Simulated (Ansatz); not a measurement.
CsLiCr2Te2S3:

```
CELL_PARAMETERS angstrom
7.28959 -2.10433 0.01772
7.28959 2.10433 0.01772
-2.53315 0.00000 7.28100
ATOMIC_POSITIONS crystal
Cs 0.50000 0.50000 0.00000
Li 0.00000 0.00000 0.50000
Cr 0.32870 0.32870 0.43300
Cr 0.67130 0.67130 0.56700
Te 0.80672 0.80672 0.17427
Te 0.19328 0.19328 0.82573
S 0.16358 0.16358 0.39713
S 0.83642 0.83642 0.60287
S 0.50000 0.50000 0.50000
```

The cell was built by a generator and needn't be a form met in nature.

Base run:

- Program: Ansatz 0.2.0
- Functional: revPBE
- Potentials or basis: Ansatz PAW
- Cutoff: 420 eV
- Density cutoff: 1680 eV
- k mesh: 7 × 7 × 4
- Occupations: fermi-dirac, width 0.05 eV
- Spin: collinear spin, ferromagnetic start
- Starting moments: [0.0, 0.0, 3.0, 3.0, 0.0, 0.0, 0.0, 0.0, 0.0] μB

Its results: band gap on the k mesh none (metal or under the smearing width); pressure 1.6 GPa; net moment 5.26 μB per cell; site moments Cs +0.00; Li +0.00; Cr +2.62; Te -0.14; S -0.14, -0.03 μB; largest force 0.098 eV/Å.

**Question.** After a change of settings the same cell gave: band gap on the k mesh none (metal or under the smearing width); pressure -2.7 GPa; net moment 5.21 μB per cell; site moments Cs +0.00; Li +0.00; Cr +2.58; Te -0.13; S -0.14, -0.03 μB; largest force 0.264 eV/Å. Which change was it?
A. functional from revPBE to PBE; hubbard terms from none to Cr d U = 2 eV; hubbard projectors from none to ortho-atomic (the default)
B. functional from revPBE to PBE; potentials or basis from Ansatz PAW to Ansatz NC with PseudoDojo standard (PBE files); cutoff from 420 eV to 1279 eV; density cutoff from 1680 eV to 5116 eV
C. functional from revPBE to RPBE
D. functional from revPBE to PBEsol

**Answer.** D.

PBEsol binds more tightly than revPBE, so the same cell stands under less pressure.

Caveats: only a ferromagnetic start was run, and an antiferromagnetic order may lie lower in energy; the PAW data sets come from PBE, with cores solved anew for the run's functional, which leaves a small shift of forces and pressure; the potentials were made for another functional, which shifts forces and pressure (some runs).

Not every run made on this cell is shown here.
